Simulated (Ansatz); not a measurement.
# CH₃BGeO: a ladder of functionals and wavefunction methods

Aim: compute CH₃BGeO with functionals from several rungs and with coupled cluster, and see how far each lands from CCSD(T) at the basis-set limit for the atomisation energy.

Computed with Ansatz 0.2.0, Gaussian basis. Level: functionals in def2-TZVPP, the program's frozen cores in correlated methods.

Plan: LDA (SPW92), PBE-D4, revPBE-D4, BLYP-D4, r2SCAN-D4, B97M-V, PBE0-D4, B3LYP-D4, r2SCANh-D4, r2SCAN0-D4, HSE06-D4, BHLYP-D4, CAM-B3LYP-D4, LC-ωPBE, ωB97X-V, ωB97M-V, B2PLYP, PBE-QIDH; CCSD(T)/def2-SVP; CCSD(T)/def2-TZVPP; MP2/def2-QZVPP; extrapolation to the limit; RPA on PBE.

### 1 The geometry

An earlier PBE0-D4 in a triple-zeta def2 set relaxation fixed the geometry.

7 atoms, charge 0, spin multiplicity 1.

Atoms are counted from 1 here; the program's logs count them from 0.

Bond lengths: O1–C2 1.144 Å, C2–B3 1.460 Å, B3–Ge4 1.900 Å, B3–H5 1.187 Å, Ge4–H6 1.532 Å, Ge4–H7 1.533 Å. Angles: O1–C2–B3 177.8°, C2–B3–Ge4 108.2°, C2–B3–H5 122.8°, Ge4–B3–H5 129.0°, B3–Ge4–H6 125.3°, B3–Ge4–H7 123.6°, H6–Ge4–H7 111.0°.

### 2 LDA

This LDA is Slater exchange with PW92 correlation.

in.yaml

```yaml
crystal:
  periodic: [false, false, false]
  atoms:
    - {symbol: O, position_ang: [0.139627, -2.579298, 0.178128]}
    - {symbol: C, position_ang: [0.493323, -1.496478, 0.070473]}
    - {symbol: B, position_ang: [0.891414, -0.098579, -0.064220]}
    - {symbol: Ge, position_ang: [-0.679116, 0.970554, -0.030390]}
    - {symbol: H, position_ang: [2.023514, 0.239966, -0.172418]}
    - {symbol: H, position_ang: [-0.714163, 2.498021, -0.143535]}
    - {symbol: H, position_ang: [-2.093399, 0.397913, 0.116263]}
basis:
  gaussian: {orbitals: def2-TZVPP}
hamiltonian: {xc: lda}
output: {orbitals: {seedname: orbitals}}
```

Command:

```sh
$ ansatz run in.yaml --threads 2 --pin off --events-out ev --progress --plain --max-ram 4352MiB
```

The runs that follow: PBE-D4 (GGA); revPBE-D4 (GGA); BLYP-D4 (GGA); r2SCAN-D4 (meta-GGA); B97M-V (meta-GGA); B3LYP-D4 (hybrid); r2SCANh-D4 (hybrid); r2SCAN0-D4 (hybrid); HSE06-D4 (hybrid); BHLYP-D4 (hybrid); CAM-B3LYP-D4 (range-separated); LC-ωPBE (range-separated); ωB97X-V (range-separated); ωB97M-V (range-separated); B2PLYP (double hybrid); PBE-QIDH (double hybrid); CCSD(T) in def2-SVP; CCSD(T) in def2-TZVPP; MP2 in def2-QZVPP; RPA on PBE orbitals.

**Question.** What will the summary of the whole plan be? Wanted: atomisation energy, CCSD(T)/CBS; farthest beyond LDA; mean size of error, GGA; mean size of error, meta-GGA; mean size of error, hybrid; mean size of error, range-separated; mean size of error, double hybrid; gap, smallest and largest; T1 diagnostic.

**Answer**, as computed:

```
                               quantity                                                                                        value
        atomisation energy, CCSD(T)/CBS                                                                                2541.8 kJ/mol
 functionals within 25.4 kJ/mol (1.0 %)  B3LYP-D4, r2SCANh-D4, r2SCAN0-D4, CAM-B3LYP-D4, LC-ωPBE, ωB97X-V, ωB97M-V, B2PLYP, PBE-QIDH
                    farthest beyond LDA                                                                       PBE-D4 (+117.0 kJ/mol)
                mean size of error, GGA                                                                                  66.3 kJ/mol
           mean size of error, meta-GGA                                                                                  55.2 kJ/mol
             mean size of error, hybrid                                                                                  37.4 kJ/mol
    mean size of error, range-separated                                                                                   6.3 kJ/mol
      mean size of error, double hybrid                                                                                   5.6 kJ/mol
              gap, smallest and largest                                                         2.36 eV (BLYP-D4), 8.05 eV (LC-ωPBE)
                          T1 diagnostic                                                                                       0.0175
triples share of the correlation energy                                                                                        4.9 %
```

What this shows: LDA overbinds by 464.1 kJ/mol (18 %). PBE-D4 is off by +117.0 kJ/mol. Double hybrids carry the basis error of their MP2 part in triple zeta, and no dispersion term here, so their miss is partly the set-up's. The rungs double hybrid, range-separated miss on average by less than the doubt on the reference (25.4 kJ/mol), so they tie. The reference freezes the cores and leaves out relativity and excitations past (T), and its outer-core shells are covered unevenly, so misses under about 25.4 kJ/mol can't be ranked. Hartree-Fock recovers 69 % of the binding; the rest is correlation. CCSD(T) in def2-SVP is off by -123.4 kJ/mol, more than most functionals: a good method in a small basis is no reference. Orbital gaps span 2.4 to 8.1 eV; exact exchange widens them. The restricted reference is unstable towards a spin-broken one. Correlated methods include outer-core shells of Ge, which these sets cover unevenly.
